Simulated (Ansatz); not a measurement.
# GaH3: the cost of one run

All numbers below are computed with Ansatz 0.2.0 (RKS B3LYP-D4/def2-SVP).

## Step 1: Starting point

Bond lengths: Ga1–H2 1.570 Å, Ga1–H3 1.570 Å, Ga1–H4 1.570 Å. Angles: H2–Ga1–H3 120.0°, H2–Ga1–H4 120.0°, H3–Ga1–H4 120.0°.

As a file:

```xyz
4

Ga    0.0000    0.0000    0.0000
H     0.0000    0.0000    1.5700
H     1.3596    0.0000   -0.7850
H    -1.3596    0.0000   -0.7850
```

## Step 2: Relaxing the start

Input file input.yaml:

```yaml
crystal:
  periodic: [false, false, false]
  atoms:
    - { symbol: Ga, position_ang: [0.0, 0.0, 0.0] }
    - { symbol: H, position_ang: [0.0, 0.0, 1.57] }
    - { symbol: H, position_ang: [1.3596, 0.0, -0.785] }
    - { symbol: H, position_ang: [-1.3596, 0.0, -0.785] }
basis:
  gaussian: { orbitals: def2-SVP }
hamiltonian:
  xc: b3lyp
  dispersion: d4
relax:
  f_tol: 0.02
  max_steps: 40
output:
  orbitals: {}
```

Command:

```
$ ansatz run input.yaml --threads 1 --pin off --max-ram 2048MiB --backend cpu --events-out ev --progress --plain --runs-dir out
```

**Question.** How long does this run take on 1 thread of Arm Neoverse V1, shared host, and how much memory does it need?

About 2.7 s, with a peak of 0.092 GiB.
